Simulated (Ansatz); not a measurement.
# C2H10O2Si: the cost of one run

Method: RKS PBE-D4/6-31G*, in Ansatz 0.2.0.

## Step 1: The structure to begin with

Bond lengths: Si1–O3 1.615 Å, O3–C4 1.393 Å, Si1–H5 1.458 Å, Si1–H6 1.459 Å, Si1–O8 2.062 Å, O8–C9 1.402 Å, C4–H10 1.091 Å, C4–H11 1.093 Å, C4–H12 1.094 Å, C9–H13 1.092 Å, C9–H14 1.094 Å, C9–H15 1.095 Å. Angles (14 of 20 angles, heavy atoms first): Si1–O3–C4 131.0°, O3–Si1–O8 119.6°, Si1–O8–C9 130.7°, O3–Si1–H5 120.7°, O3–Si1–H6 94.9°, H5–Si1–O8 112.3°, H6–Si1–O8 93.6°, O3–C4–H10 108.3°, O3–C4–H11 110.1°, O3–C4–H12 111.4°, O8–C9–H13 109.5°, O8–C9–H14 109.4°, O8–C9–H15 110.8°, H5–Si1–H6 108.9°.

As a file:

```xyz
15

Si   -0.4500    0.7797    0.0810
H     1.0579    0.3306   -0.9447
O    -1.4699    0.0392   -0.9290
C    -1.4203   -0.1401   -2.3091
H    -0.0955    2.1804   -0.1133
H    -1.3243    0.6693    1.2440
H     1.5362   -0.1330   -0.2263
O     1.0737   -0.2968    0.9602
C     1.2900   -0.6496    2.3001
H    -2.1228   -0.9307   -2.5775
H    -1.7090    0.7835   -2.8179
H    -0.4157   -0.4214   -2.6389
H     0.6478   -0.0459    2.9445
H     2.3339   -0.4553    2.5639
H     1.0680   -1.7098    2.4630
```

## Step 2: A restrained relaxation towards end A

Springs on the bonds that form and break draw the guess towards this end; the thresholds are loose.

Contents of input.yaml:

```yaml
crystal:
  periodic: [false, false, false]
  atoms:
    - { symbol: Si, position_ang: [-0.45, 0.7797, 0.081] }
    - { symbol: H, position_ang: [1.0579, 0.3306, -0.9447] }
    - { symbol: O, position_ang: [-1.4699, 0.0392, -0.929] }
    - { symbol: C, position_ang: [-1.4203, -0.1401, -2.3091] }
    - { symbol: H, position_ang: [-0.0955, 2.1804, -0.1133] }
    - { symbol: H, position_ang: [-1.3243, 0.6693, 1.244] }
    - { symbol: H, position_ang: [1.5362, -0.133, -0.2263] }
    - { symbol: O, position_ang: [1.0737, -0.2968, 0.9602] }
    - { symbol: C, position_ang: [1.29, -0.6496, 2.3001] }
    - { symbol: H, position_ang: [-2.1228, -0.9307, -2.5775] }
    - { symbol: H, position_ang: [-1.709, 0.7835, -2.8179] }
    - { symbol: H, position_ang: [-0.4157, -0.4214, -2.6389] }
    - { symbol: H, position_ang: [0.6478, -0.0459, 2.9445] }
    - { symbol: H, position_ang: [2.3339, -0.4553, 2.5639] }
    - { symbol: H, position_ang: [1.068, -1.7098, 2.463] }
basis:
  gaussian: { orbitals: "6-31G*" }
hamiltonian:
  xc: pbe
  dispersion: d4
relax:
  f_tol: 0.15
  max_steps: 25
  restrain:
    - { distance: [0, 7], at: 3.07, k: 30.0 }
    - { distance: [6, 1], at: 1.92, k: 30.0 }
    - { distance: [0, 1], at: 1.42, k: 30.0 }
    - { distance: [6, 7], at: 0.97, k: 30.0 }
output:
  orbitals: {}
```

Started as:

```
ansatz run input.yaml --threads 2 --pin off --max-ram 3072MiB --backend cpu --events-out ev --progress --plain --runs-dir out
```

What time and memory should one allow on 2 threads of Arm Neoverse V2, shared host?

About 29 s, with a peak of 0.14 GiB.
